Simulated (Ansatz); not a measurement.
**C2H5F2NSi: one species, many methods**

Aim: compute C2H5F2NSi with functionals from several rungs and with coupled cluster, and see how far each lands from CCSD(T) at the basis-set limit for the atomisation energy.

Program: Ansatz 0.2.0, Gaussian basis. Level of theory: functionals in def2-TZVPP, the program's frozen cores in correlated methods. These are calculated values, not measurements.

Levels to be run: PBE-D4, r2SCAN-D4, PBE0-D4, B3LYP-D4, ωB97X-V, ωB97M-V, B2PLYP; CCSD(T)/def2-TZVPP; MP2/def2-QZVPP; extrapolation to the limit.

### Step 1. Structure used throughout

The geometry comes from an earlier relaxation with PBE0-D4 in a triple-zeta def2 set; it is a stationary point, not always the lowest conformer.

SMILES `F[Si]1(F)CCN1`, 11 atoms, charge 0, spin multiplicity 1.

Atoms are counted from 1 here; the program's logs count them from 0.

Bond lengths: F1–Si2 1.588 Å, Si2–F3 1.588 Å, Si2–C4 1.852 Å, Si2–N6 1.681 Å, C4–C5 1.556 Å, C4–H7 1.089 Å, C4–H8 1.089 Å, C5–N6 1.472 Å, C5–H9 1.094 Å, C5–H10 1.094 Å, N6–H11 1.003 Å. Angles: F1–Si2–F3 102.6°, F1–Si2–C4 119.2°, F1–Si2–N6 117.4°, F3–Si2–C4 119.2°, F3–Si2–N6 117.4°, C4–Si2–N6 81.3°, Si2–C4–C5 85.3°, Si2–C4–H7 116.7°, Si2–C4–H8 116.7°, C5–C4–H7 113.6°, C5–C4–H8 113.6°, H7–C4–H8 109.2°, C4–C5–N6 99.0°, C4–C5–H9 112.0°, C4–C5–H10 112.0°, N6–C5–H9 112.5°, N6–C5–H10 112.5°, H9–C5–H10 108.7° and more.

### Step 2. PBE-D4 (GGA)

Input file in.yaml:

```yaml
crystal:
  periodic: [false, false, false]
  atoms:
    - {symbol: F, position_ang: [0.109707, -0.952962, 2.358614]}
    - {symbol: Si, position_ang: [0.447272, -0.815853, 0.812694]}
    - {symbol: F, position_ang: [1.390120, -2.066811, 0.550644]}
    - {symbol: C, position_ang: [-0.921078, -0.449936, -0.381132]}
    - {symbol: C, position_ang: [-0.154523, 0.876720, -0.653493]}
    - {symbol: N, position_ang: [0.978766, 0.682059, 0.266239]}
    - {symbol: H, position_ang: [-0.995229, -1.097821, -1.253175]}
    - {symbol: H, position_ang: [-1.913588, -0.301980, 0.041596]}
    - {symbol: H, position_ang: [-0.753989, 1.755863, -0.398282]}
    - {symbol: H, position_ang: [0.163359, 0.959547, -1.697261]}
    - {symbol: H, position_ang: [1.714682, 1.354273, 0.374257]}
basis:
  gaussian: {orbitals: def2-TZVPP}
hamiltonian: {xc: pbe, dispersion: d4}
output: {forces: true, orbitals: {seedname: orbitals}}
```

The run is started by

```bash
$ ansatz run in.yaml --threads 4 --pin off --events-out ev --progress --plain --max-ram 10444MiB
```

Further steps of the session: r2SCAN-D4 (meta-GGA); PBE0-D4 (hybrid); B3LYP-D4 (hybrid); ωB97X-V (range-separated); ωB97M-V (range-separated); B2PLYP (double hybrid); CCSD(T) in def2-TZVPP; MP2 in def2-QZVPP.

Q: Predict the results of all the runs planned. Wanted: atomisation energy, CCSD(T)/CBS; farthest; mean size of error, hybrid; mean size of error, range-separated; gap, smallest and largest; T1 diagnostic; triples share of the correlation energy.

As calculated:

| quantity | value |
| --- | --- |
| atomisation energy, CCSD(T)/CBS | 4573.0 kJ/mol |
| functionals within 22.9 kJ/mol (0.5 %) | r2SCAN-D4, PBE0-D4, ωB97X-V, ωB97M-V |
| farthest | PBE-D4 (+87.0 kJ/mol) |
| mean size of error, hybrid | 14.4 kJ/mol |
| mean size of error, range-separated | 10.6 kJ/mol |
| gap, smallest and largest | 6.25 eV (PBE-D4), 12.83 eV (ωB97X-V) |
| T1 diagnostic | 0.0111 |
| triples share of the correlation energy | 3.4 % |

In words: PBE-D4 misses by +87.0 kJ/mol. Double hybrids carry the basis error of their MP2 part in triple zeta, and no dispersion term here, so their miss is partly the set-up's. Misses under about 22.9 kJ/mol are within the doubt on the reference itself, which lacks core-valence correlation, relativity and higher excitations. Hartree-Fock recovers 72 % of the binding; the rest is correlation. The gap grows from 6.2 to 12.8 eV across the functionals, mostly with the share of exact exchange.
